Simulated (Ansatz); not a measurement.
# MgO: the cost of one run

Computed with Ansatz 0.2.0 (DFT PBE, scalar-relativistic, plane waves, PAW, unless a step's input says otherwise).

## 1. Starting point

Symmetry: Fm-3m, No. 225, cubic system. The conventional cell has a = 4.210 Å, b = 4.210 Å, c = 4.210 Å, α = 90.00°, β = 90.00°, γ = 90.00°. Mg (site symmetry m-3m) is surrounded by 6 O at 2.10 Å. Around O (site symmetry m-3m) lie 6 Mg at 2.10 Å.

Coordinates:

```cif
data_structure
_symmetry_space_group_name_H-M 'P 1'
_symmetry_Int_Tables_number 1
_cell_length_a 4.2100
_cell_length_b 4.2100
_cell_length_c 4.2100
_cell_angle_alpha 90.000
_cell_angle_beta 90.000
_cell_angle_gamma 90.000
_cell_volume 74.62
loop_
_atom_site_label
_atom_site_type_symbol
_atom_site_fract_x
_atom_site_fract_y
_atom_site_fract_z
_atom_site_occupancy
Mg1 Mg 0.00000 0.00000 0.00000 1
Mg2 Mg 0.00000 0.50000 0.50000 1
Mg3 Mg 0.50000 0.00000 0.50000 1
Mg4 Mg 0.50000 0.50000 0.00000 1
O1 O 0.50000 0.00000 0.00000 1
O2 O 0.50000 0.50000 0.50000 1
O3 O 0.00000 0.00000 0.50000 1
O4 O 0.00000 0.50000 0.00000 1
```

## 2. Relaxing cell and atoms: MgO, no spin

input.yaml

```yaml
crystal:
  lattice:
    - [4.21, 0.0, 0.0]
    - [0.0, 4.21, 0.0]
    - [0.0, 0.0, 4.21]
  atoms:
    - { symbol: Mg, position: [0.0, 0.0, 0.0] }
    - { symbol: Mg, position: [0.0, 0.5, 0.5] }
    - { symbol: Mg, position: [0.5, 0.0, 0.5] }
    - { symbol: Mg, position: [0.5, 0.5, 0.0] }
    - { symbol: O, position: [0.5, 0.0, 0.0] }
    - { symbol: O, position: [0.5, 0.5, 0.5] }
    - { symbol: O, position: [0.0, 0.0, 0.5] }
    - { symbol: O, position: [0.0, 0.5, 0.0] }
scf:
  occupations: { method: methfessel_paxton, width: 0.1 }
output:
  forces: true
  stress: true
  eigenvalues: true
  write_density: true
  write_potential: true
  elf: true
  volumetric_format: npy
kpoints:
  mp_grid: { grid: [8, 8, 8] }
hamiltonian:
  xc: pbe
relax:
  f_tol: 0.01
  adjacent_minimum: "off"
  cell: { stress_tol: 0.05, fix: [shape] }
```

Run with:

```
> ansatz run input.yaml --threads 4 --pin off --max-ram 14336MiB --backend cpu --events-out ev --progress --plain --runs-dir out
```

Q: Estimate wall time and peak memory on 4 threads of Intel Xeon 6975P-C (Granite Rapids), shared host.

About 5.3 s, with a peak of 0.46 GiB.
